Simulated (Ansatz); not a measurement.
**BAs (triplet): from Hartree-Fock to the top rungs, aug-cc-pVDZ**

Aim: climb from Hartree-Fock through coupled cluster and multireference methods for BAs (triplet) at one geometry and basis, and see what each rung misses.

Method: aug-cc-pVDZ, core rule «outside noble gas», up to 15 orbitals frozen; program: Ansatz 0.2.0, Gaussian basis.

The runs, in order: UHF; CCSD(T) on ROHF; CCSD(T) on UHF; BCCD(T) on ROHF; CISD; CCSDT(Q) on ROHF; CCSDT(Q) on UHF; CASSCF and MRCISD+Q, 8 electrons in 8 orbitals; CASSCF and NEVPT2, 8 electrons in 8 orbitals.

11 further runs of the same task are left out: 2 that didn't finish, 9 set aside as unsound or not needed.

## 1. What is computed

The geometry is a PBE0/def2-TZVPD stationary point (not a proven minimum) of the parent state, kept for this charge and spin. No spin-orbit coupling is included. The filled d shell of As may be among the frozen orbitals whatever the setting's name suggests; the logs give the count.

2 atoms, charge 0, spin multiplicity 3.

Atoms are counted from 1 here; the program's logs count them from 0.

Bond lengths: B1–As2 1.795 Å.

## 2. UHF

Input file in.yaml:

```yaml
crystal:
  periodic: [false, false, false]
  atoms:
    - {symbol: B, position_ang: [0.000000, 0.000000, 0.000000]}
    - {symbol: As, position_ang: [0.000000, 0.000000, 1.795100]}
basis:
  gaussian: {orbitals: aug-cc-pVDZ}
magnetization: {spin_polarized: true, initial_magnetization: 2}
hamiltonian: {xc: hf}
output: {orbitals: {seedname: orbitals}}
```

On the command line:

```
ansatz run in.yaml --threads 1 --pin off --events-out ev --progress --plain --max-ram 2393MiB
```

Further steps of the session: CCSD(T) on ROHF; CCSD(T) on UHF; BCCD(T) on ROHF; CISD; CCSDT(Q) on ROHF; CCSDT(Q) on UHF; CASSCF and MRCISD+Q, 8 electrons in 8 orbitals; CASSCF and NEVPT2, 8 electrons in 8 orbitals.

**Question.** What will the summary of the whole plan be? Wanted: UCCSDT(Q) below the RHF energy; RMP2 from UCCSDT(Q); UMP2 from UCCSDT(Q); RCCSD from UCCSDT(Q); RCCSD(T) from UCCSDT(Q); UCCSD(T) from UCCSDT(Q); RCCSDT(Q) from UCCSDT(Q); NEVPT2 valence from UCCSDT(Q); MRCISD+Q valence from UCCSDT(Q).

As calculated:

| quantity | value |
| --- | --- |
| UCCSDT(Q) below the RHF energy | -4.8777 eV |
| RMP2 from UCCSDT(Q) | +983.8 meV |
| UMP2 from UCCSDT(Q) | +1130.8 meV |
| RCCSD from UCCSDT(Q) | +325.5 meV |
| RCCSD(T) from UCCSDT(Q) | +67.7 meV |
| UCCSD(T) from UCCSDT(Q) | +77.2 meV |
| RCCSDT(Q) from UCCSDT(Q) | +6.8 meV |
| NEVPT2 valence from UCCSDT(Q) | +681.6 meV |
| MRCISD+Q valence from UCCSDT(Q) | +14.7 meV |
| levels within 1 kcal/mol (43 meV) | RCCSDT, UCCSDT, RCCSDT(Q), MRCISD+Q valence |
| T1 diagnostic | 0.036 |
| effectively unpaired electrons | 2.07 |

In words: RCCSD(T) misses by +67.7 meV, 1.4 % of the correlation energy. One determinant dominates. Of the multireference levels listed MRCISD+Q valence comes nearest in total energy (+14.7 meV), which doesn't show that its space is the better one. These misses are within one basis, not against nature; the frozen cores of restricted and unrestricted runs differ, which can shift their rows.
